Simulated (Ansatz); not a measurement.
**BH₅OSiZn: a ladder of functionals and wavefunction methods**

The task here is to estimate one member of a computed series from the others.

Computed with Ansatz 0.2.0, Gaussian basis. Level: functionals in def2-TZVPP, the program's frozen cores in correlated methods.

The runs, in order: PBE-D4, r2SCAN-D4, PBE0-D4, B3LYP-D4, ωB97X-V, ωB97M-V, B2PLYP; CCSD(T)/def2-TZVPP; MP2/def2-QZVPP; extrapolation to the limit.

## Structure used throughout

The geometry comes from an earlier relaxation with PBE0-D4 in a triple-zeta def2 set; it is a stationary point, not always the lowest conformer.

SMILES `O[SiH2][BH][ZnH]`, 9 atoms, charge 0, spin multiplicity 1.

Atoms are counted from 1 here; the program's logs count them from 0.

Bond lengths: O1–Si2 1.661 Å, O1–H5 0.958 Å, Si2–B3 1.992 Å, Si2–H6 1.498 Å, Si2–H7 1.498 Å, B3–Zn4 2.075 Å, B3–H8 1.200 Å, Zn4–H9 1.556 Å. Angles: Si2–O1–H5 117.4°, O1–Si2–B3 108.9°, O1–Si2–H6 110.1°, O1–Si2–H7 110.1°, B3–Si2–H6 110.7°, B3–Si2–H7 110.7°, H6–Si2–H7 106.5°, Si2–B3–Zn4 121.4°, Si2–B3–H8 116.2°, Zn4–B3–H8 122.5°, B3–Zn4–H9 179.6°.

The first run:

in.yaml reads:

```yaml
crystal:
  periodic: [false, false, false]
  atoms:
    - {symbol: O, position_ang: [-0.588808, 0.579059, -1.535096]}
    - {symbol: Si, position_ang: [0.272032, 1.067473, -0.201242]}
    - {symbol: B, position_ang: [0.412465, -0.459392, 1.070723]}
    - {symbol: Zn, position_ang: [-0.438211, -2.303027, 0.642762]}
    - {symbol: H, position_ang: [-0.730515, 1.223684, -2.229557]}
    - {symbol: H, position_ang: [1.632679, 1.539492, -0.612567]}
    - {symbol: H, position_ang: [-0.404780, 2.235588, 0.447344]}
    - {symbol: H, position_ang: [1.013352, -0.247787, 2.087917]}
    - {symbol: H, position_ang: [-1.079711, -3.681391, 0.312515]}
basis:
  gaussian: {orbitals: def2-TZVPP}
hamiltonian: {xc: pbe, dispersion: d4}
output: {forces: true, orbitals: {seedname: orbitals}}
```

Started as:

```bash
$ ansatz run in.yaml --threads 4 --pin off --events-out ev --progress --plain --max-ram 10444MiB
```

Among the steps run: PBE-D4 (GGA); r2SCAN-D4 (meta-GGA); PBE0-D4 (hybrid); B3LYP-D4 (hybrid); ωB97X-V (range-separated); ωB97M-V (range-separated); B2PLYP (double hybrid); CCSD(T) in def2-TZVPP; MP2 in def2-QZVPP.

One of the session's tables, all rows but one given; the rest of the session is left out.

It belongs to the step «Atomisation energies». 

```
            method  atomisation energy (kJ/mol)
            PBE-D4                       2586.2
         r2SCAN-D4                       2604.3
           PBE0-D4                       2560.5
          B3LYP-D4                       2567.5
           ωB97X-V                       2607.4
           ωB97M-V                       2590.7
            B2PLYP                       2542.5
     HF/def2-TZVPP                       1902.7
    MP2/def2-TZVPP                       2543.5
   CCSD/def2-TZVPP                       2479.2
CCSD(T)/def2-TZVPP                            ?
           MP2/CBS                       2610.2
       CCSD(T)/CBS                       2576.8
```

**Question.** Estimate the row for CCSD(T)/def2-TZVPP.

As computed: atomisation energy (kJ/mol): 2510.1. In the column «atomisation energy (kJ/mol)» it lies between CCSD/def2-TZVPP (2479.2) and B2PLYP (2542.5).
